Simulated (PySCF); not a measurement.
# C20H12: the cost of one run

Computed with PySCF 2.14.0 and routines of our own; the level stands in each step. Atoms count from 0.

## 1. The system as given

32 atoms, charge 0, multiplicity 1; geometry from: GFN2-xTB.

## 2. Electronic excitations: TDA HF/def2-SVP

Job settings and geometry (Å):

```
{"job": {"kind": "uv", "basis": "def2-SVP", "grid": 1, "kgrid": 1, "vcut": 2.5, "nstates": 10, "ntriplets": 2, "tda": true, "delta": [], "pop": false, "xc": "HF", "scf": {"guess": "1e", "max_cycle": 54}}, "charge": 0, "multiplicity": 1}
C      1.586051    -1.579035    -0.168721
C      0.472665    -0.792997    -0.079511
C      0.886448     0.599773     0.037810
C     -0.015172     1.599031     0.142227
C     -1.420524     1.306375     0.141422
C     -2.361004     2.319646     0.248462
C     -3.726563     2.038030     0.247401
C     -4.164037     0.743333     0.139524
C     -3.246452    -0.323076     0.028476
C     -3.680475    -1.659748    -0.082701
C     -2.772292    -2.681013    -0.189960
C     -1.404484    -2.412606    -0.190574
C     -0.929371    -1.115366    -0.083094
C     -1.856955    -0.043897     0.028545
C      2.340111     0.605965     0.012749
C      3.268320     1.623924     0.087861
C      4.618716     1.297272     0.035294
C      5.029384    -0.021682    -0.089867
C      4.105568    -1.054183    -0.166166
C      2.757398    -0.741641    -0.114594
H      1.621098    -2.648923    -0.264369
H      0.290387     2.632238     0.228789
H     -2.026732     3.343939     0.334536
H     -4.436662     2.848355     0.332287
H     -5.221507     0.520165     0.138275
H     -4.741605    -1.863156    -0.081362
H     -3.112802    -3.703008    -0.274626
H     -0.703273    -3.228473    -0.275710
H      2.957081     2.654052     0.185425
H      5.359298     2.081776     0.092776
H      6.085500    -0.246857    -0.128417
H      4.432751    -2.079249    -0.263179
```

With the program's defaults for keys left out, this is: TDA HF/def2-SVP, vertical, gas phase, core orbitals frozen in the response, virtual orbitals cut by energy.

Launch:

```
$ OMP_NUM_THREADS=1 python large_run.py task.json out
```

One launch serves the whole session: the jobs run in the order shown.

**Question.** How long does this first job take on 1 thread of Arm Neoverse N1, shared host, and how much memory does it need?

About 72 s, with a peak of 0.67 GiB.
